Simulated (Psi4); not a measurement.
**B3LYP/def2-TZVP (density fitting, sweep point 9) run of Si2H4F2 (SMILES F[SiH2][SiH2]F)**

Aim: energy and gradient of Si2H4F2. 

The results are computed with Psi4 1.11.

6 further runs of the same task are left out: 6 set aside as unsound or not needed.

## (1) The system as given

Si2H4F2 has 8 atoms, charge 0, and is taken as a singlet. SMILES: `F[SiH2][SiH2]F`. Geometry: relaxed at PBE0-D4/def2-TZVP. This is one conformer, not always the lowest.

Bond lengths: F1–Si2 1.605 Å, Si2–Si3 2.350 Å, Si3–F4 1.605 Å, Si2–H5 1.485 Å, Si2–H6 1.487 Å, Si3–H7 1.487 Å, Si3–H8 1.485 Å. Some angles: F1–Si2–Si3 110.4°, Si2–Si3–F4 110.4°, F1–Si2–H5 108.0°, F1–Si2–H6 108.1°, Si3–Si2–H5 111.7°, Si3–Si2–H6 109.2°, Si2–Si3–H7 109.2°, Si2–Si3–H8 111.7°, F4–Si3–H7 108.1°, F4–Si3–H8 108.0°.

## (2) Energy and forces at B3LYP/def2-TZVP (density fitting, sweep point 9)

The input, calc.inp:

```
memory 1600 mb

molecule {
  0 1
  F     -1.934800     1.205800    -0.274500
  Si    -0.357800     1.128100     0.012400
  Si     0.358600    -1.109600     0.044100
  F      0.281000    -1.742000    -1.428800
  H      0.340100     1.914200    -1.037000
  H     -0.099800     1.743700     1.341600
  H      1.774800    -1.164000     0.495400
  H     -0.477100    -1.941900     0.946800
  symmetry c1
}

set basis def2-TZVP
set reference rks
set scf_type df
set basis_guess true

gradient('b3lyp')
print_variables()
```

Started as:

```console
$ psi4 -n 1 calc.inp calc.out
```

calc.out:

```text
[...]
  Running in c1 symmetry.
[...]
  Nuclear repulsion =  221.605031983874795
[...]
  Multiplicity = 1
[...]
  Nalpha       = 25
  Nbeta        = 25
[...]
    Number of basis functions: 72
[...]
   @DF-RKS iter   1:  -780.77105835746727   -4.73422e-01   6.97391e-03 ADIIS/DIIS
[...]
   @DF-RKS iter   9:  -781.34359828053437   -3.75167e-12   2.09140e-09 DIIS
[...]
    Orbital Energies [Eh]
    ---------------------
    Doubly Occupied:
       1A    -66.153013     2A    -66.153004     3A    -24.681122
       4A    -24.681111     5A     -5.312641     6A     -5.312563
       7A     -3.672470     8A     -3.672386     9A     -3.669817
      10A     -3.669485    11A     -3.669426    12A     -3.669276
      13A     -1.195946    14A     -1.195315    15A     -0.590225
      16A     -0.549885    17A     -0.470896    18A     -0.464087
      19A     -0.462593    20A     -0.456258    21A     -0.455895
      22A     -0.431043    23A     -0.359193    24A     -0.354889
      25A     -0.303343
[...]
  @DF-RKS Final Energy:  -781.34359828053437
   => Energetics <=
    Nuclear Repulsion Energy =            221.6050319838747953
    One-Electron Energy =               -1525.5773504743160629
    Two-Electron Energy =                 574.5963700833289067
    DFT Exchange-Correlation Energy =     -51.9676498734220047
    Empirical Dispersion Energy =           0.0000000000000000
    VV10 Nonlocal Energy =                  0.0000000000000000
    Total Energy =                       -781.3435982805343656
[...]
 Multipole Moments:
 ------------------------------------------------------------------------------------
     Multipole            Electronic (a.u.)      Nuclear  (a.u.)        Total (a.u.)
 ------------------------------------------------------------------------------------
 L = 1.  Multiply by 2.5417464519 to convert [e a0] to [Debye]
 Dipole X            :         -3.1173920            3.5828033            0.4654112
 Dipole Y            :         -1.0449593            1.2010570            0.1560977
 Dipole Z            :         -3.3151649            3.8103377            0.4951727
 Magnitude           :                                                    0.6972590
[...]
  -Total Gradient:
     Atom            X                  Y                   Z
    ------   -----------------  -----------------  -----------------
       1        0.004010672710    -0.000384493483     0.000452437490
       2       -0.004765275018    -0.002205068888    -0.000933547385
       3       -0.001044542893     0.000258166953    -0.005186818976
       4       -0.000118252596     0.001678775925     0.003667384261
       5        0.000787108923     0.000593354521    -0.001083967088
       6        0.000348734545     0.000395965474     0.001321165861
       7        0.001328675615     0.000165673607     0.000462730912
       8       -0.000917441309    -0.000626638029     0.000906664784
[...]
```

Wall time 11 s (1 thread of Intel Xeon 6975P-C (Granite Rapids), shared host); peak memory 0.88 GiB.

## (3) What came out

At B3LYP/def2-TZVP (density fitting, sweep point 9):

| quantity | value |
| --- | --- |
| total energy | -781.34360 Eh |
| dipole moment | 1.77 D |
| HOMO energy | -8.25 eV |
| LUMO energy | -1.18 eV |
| HOMO–LUMO gap | 7.07 eV |
| largest force on an atom | 0.274 eV/Å |

The largest force is 0.27 eV/Å: the shape isn't a stationary point for this species at this level.
